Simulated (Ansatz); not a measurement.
# H₇NOSi₂ + H₂: a complex and its separated parts

The complex below is one end of an elementary step. How strongly is it bound against its free parts?

Program: Ansatz 0.2.0, Gaussian basis. Level of theory: PBE0-D4/def2-TZVP structures, single points in def2-TZVPP, no counterpoise correction. These are calculated values, not measurements.

Levels: SPW92, PBE-D4, BLYP-D4, r2SCAN-D4, B97M-V, PBE0-D4, B3LYP-D4, r2SCAN0-D4, BHLYP-D4, CAM-B3LYP-D4, wB97X-V, wB97M-V, B2PLYP, PBE-QIDH, RPA on PBE, Hartree-Fock, MP2, CCSD, CCSD(T).

Cores are frozen in the correlated methods. B3LYP uses VWN-RPA correlation. B2PLYP carries no dispersion term here.

94 further runs of the same task are left out: 94 set aside as unsound or not needed. Runs told in other sessions of the task aren't counted.

**1. The system as given**

The complex: 13 atoms, charge 0, spin multiplicity 1.

Atoms are counted from 1 here; the program's logs count them from 0.

Bond lengths: Si1–N2 1.703 Å, Si1–O3 1.640 Å, Si1–H5 1.484 Å, Si1–H6 1.480 Å, N2–H9 1.006 Å, N2–H10 1.006 Å, O3–Si4 1.631 Å, Si4–H11 1.487 Å, Si4–H12 1.488 Å, Si4–H13 1.484 Å, H7–H8 0.747 Å. Angles: N2–Si1–O3 116.0°, N2–Si1–H5 107.0°, N2–Si1–H6 107.9°, O3–Si1–H5 107.8°, O3–Si1–H6 105.6°, H5–Si1–H6 112.8°, Si1–N2–H9 121.8°, Si1–N2–H10 122.0°, H9–N2–H10 111.9°, Si1–O3–Si4 146.5°, O3–Si4–H11 110.6°, O3–Si4–H12 110.6°, O3–Si4–H13 108.5°, H11–Si4–H12 108.6°, H11–Si4–H13 109.3°, H12–Si4–H13 109.2°.

Coordinates:

| atom | x (Å) | y (Å) | z (Å) |
| --- | --- | --- | --- |
| Si1 | -0.5338 | -0.7299 | 1.1554 |
| N2 | 0.8412 | -1.6774 | 0.8208 |
| O3 | -1.2556 | -0.0288 | -0.1402 |
| Si4 | -1.0825 | 0.9671 | -1.4196 |
| H5 | -0.1027 | 0.3527 | 2.0744 |
| H6 | -1.5595 | -1.6137 | 1.7531 |
| H7 | 2.1941 | 1.2752 | -0.2813 |
| H8 | 2.0884 | 1.4907 | 0.4260 |
| H9 | 1.7440 | -1.2639 | 0.6589 |
| H10 | 0.7699 | -2.5935 | 0.4108 |
| H11 | -0.8513 | 2.3645 | -0.9667 |
| H12 | 0.0708 | 0.5445 | -2.2601 |
| H13 | -2.3231 | 0.9125 | -2.2314 |

Its parts: H₇NOSi₂ holds atoms 1, 2, 3, 4, 5, 6, 9, 10, 11, 12, 13; H₂ holds atoms 7, 8. Each part counts its atoms afresh in its own runs.

**2. Relaxing H₇NOSi₂ alone**

The input, relax-a/in.yaml:

```yaml
crystal:
  periodic: [false, false, false]
  atoms:
    - {symbol: Si, position_ang: [-0.533776, -0.729888, 1.155405]}
    - {symbol: N, position_ang: [0.841243, -1.677437, 0.820768]}
    - {symbol: O, position_ang: [-1.255629, -0.028830, -0.140224]}
    - {symbol: Si, position_ang: [-1.082508, 0.967054, -1.419634]}
    - {symbol: H, position_ang: [-0.102709, 0.352681, 2.074381]}
    - {symbol: H, position_ang: [-1.559499, -1.613666, 1.753062]}
    - {symbol: H, position_ang: [1.744017, -1.263941, 0.658919]}
    - {symbol: H, position_ang: [0.769883, -2.593473, 0.410759]}
    - {symbol: H, position_ang: [-0.851291, 2.364452, -0.966665]}
    - {symbol: H, position_ang: [0.070786, 0.544547, -2.260119]}
    - {symbol: H, position_ang: [-2.323131, 0.912471, -2.231406]}
basis:
  gaussian: {orbitals: def2-TZVP}
hamiltonian: {xc: pbe0, dispersion: d4}
relax: {f_tol: 0.005, max_steps: 200}
```

Run with:

```console
ansatz run in.yaml --threads 8 --pin off --events-out ev --progress --plain --max-ram 19148MiB
```

Further steps of the session: Relaxing H₂ alone; SPW92/def2-TZVPP; PBE-D4/def2-TZVPP; BLYP-D4/def2-TZVPP; r2SCAN-D4/def2-TZVPP; B97M-V/def2-TZVPP; PBE0-D4/def2-TZVPP; B3LYP-D4/def2-TZVPP; r2SCAN0-D4/def2-TZVPP; BHLYP-D4/def2-TZVPP; CAM-B3LYP-D4/def2-TZVPP; wB97X-V/def2-TZVPP; wB97M-V/def2-TZVPP; B2PLYP/def2-TZVPP; PBE-QIDH/def2-TZVPP; RPA on PBE/def2-TZVPP; CCSD(T)/def2-TZVPP; Vibrations of H₇NOSi₂; Vibrations of H₂.

**Question.** What will these runs give? Wanted: complex less parts, CCSD(T)/def2-TZVPP; with zero-point energy; largest T1 diagnostic.

The runs gave:

```
                              quantity           value
complex less parts, CCSD(T)/def2-TZVPP  -0.60 kcal/mol
                with zero-point energy  +0.44 kcal/mol
                 largest T1 diagnostic           0.011
```

**Reading.** At CCSD(T) the complex lies 0.60 kcal/mol below its parts. The functionals run from r2SCAN-D4, off by 0.00 kcal/mol, to SPW92, off by -1.12 kcal/mol, against CCSD(T). By rung, the mean size of the error is: LDA 1.12, GGA 0.27, meta-GGA 0.13, hybrid 0.25, range-separated hybrid 0.26, double hybrid 0.35 kcal/mol. The double hybrids carry no dispersion term here, unlike the levels marked D4 or V. PBE-D4 gives a relative energy 0.53 kcal/mol too low, an error of 88 % of the reference. No counterpoise was applied, and triple zeta lacks some correlation, so the CCSD(T) reference has a basis error of its own, and close matches with it are partly luck.
